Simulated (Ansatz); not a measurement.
**CH4BClO: how energies converge with the basis set**

One table from this session's results is given with a row withheld; the runs are named, their logs left out.

Program: Ansatz 0.2.0, Gaussian basis. Level of theory: one geometry, several basis sets. These are calculated values, not measurements.

Levels to be run: PBE0-D4/def2-SVP; ωB97M-V/def2-SVP; PBE0-D4/def2-QZVPP; ωB97M-V/def2-QZVPP; the functionals' def2-TZVPP values are taken from earlier runs.

## The relaxed structure

An earlier PBE0-D4 in a triple-zeta def2 set relaxation fixed the geometry.

8 atoms, charge 0, spin multiplicity 1.

Atoms are counted from 1 here; the program's logs count them from 0.

Bond lengths: O1–C2 1.404 Å, O1–H5 0.962 Å, C2–B3 1.549 Å, C2–H6 1.104 Å, C2–H7 1.105 Å, B3–Cl4 1.749 Å, B3–H8 1.191 Å. Angles: C2–O1–H5 108.3°, O1–C2–B3 119.2°, O1–C2–H6 109.9°, O1–C2–H7 110.0°, B3–C2–H6 106.6°, B3–C2–H7 106.4°, H6–C2–H7 103.7°, C2–B3–Cl4 120.1°, C2–B3–H8 122.1°, Cl4–B3–H8 117.8°.

The first run:

The input, in.yaml:

```yaml
crystal:
  periodic: [false, false, false]
  atoms:
    - {symbol: O, position_ang: [-0.148169, 1.470384, -0.546489]}
    - {symbol: C, position_ang: [0.482695, 0.442309, 0.172681]}
    - {symbol: B, position_ang: [-0.148033, -0.972955, 0.177082]}
    - {symbol: Cl, position_ang: [-1.622240, -1.278127, -0.713993]}
    - {symbol: H, position_ang: [-0.932684, 1.106443, -0.968729]}
    - {symbol: H, position_ang: [0.598350, 0.738912, 1.229911]}
    - {symbol: H, position_ang: [1.522607, 0.318457, -0.178692]}
    - {symbol: H, position_ang: [0.339572, -1.882522, 0.772431]}
basis:
  gaussian: {orbitals: def2-SVP}
hamiltonian: {xc: pbe0, dispersion: d4}
output: {orbitals: {seedname: orbitals}}
```

On the command line:

```
$ ansatz run in.yaml --threads 2 --pin off --events-out ev --progress --plain --max-ram 4352MiB
```

Among the steps run: PBE0-D4 in def2-SVP; ωB97M-V in def2-SVP; PBE0-D4 in def2-QZVPP; ωB97M-V in def2-QZVPP.

One of the session's tables, all rows but one given; the rest of the session is left out.

| functional | basis | HOMO (eV) |
| --- | --- | --- |
| PBE0-D4 | def2-SVP | -7.78 |
| PBE0-D4 | def2-TZVPP | ? |
| PBE0-D4 | def2-QZVPP | -8.18 |
| ωB97M-V | def2-SVP | -10.20 |
| ωB97M-V | def2-TZVPP | -10.56 |
| ωB97M-V | def2-QZVPP | -10.62 |

Estimate the missing values for PBE0-D4, def2-TZVPP.

The run gave: HOMO (eV): -8.12. In the column «HOMO (eV)» it lies between PBE0-D4, def2-QZVPP (-8.18) and PBE0-D4, def2-SVP (-7.78).
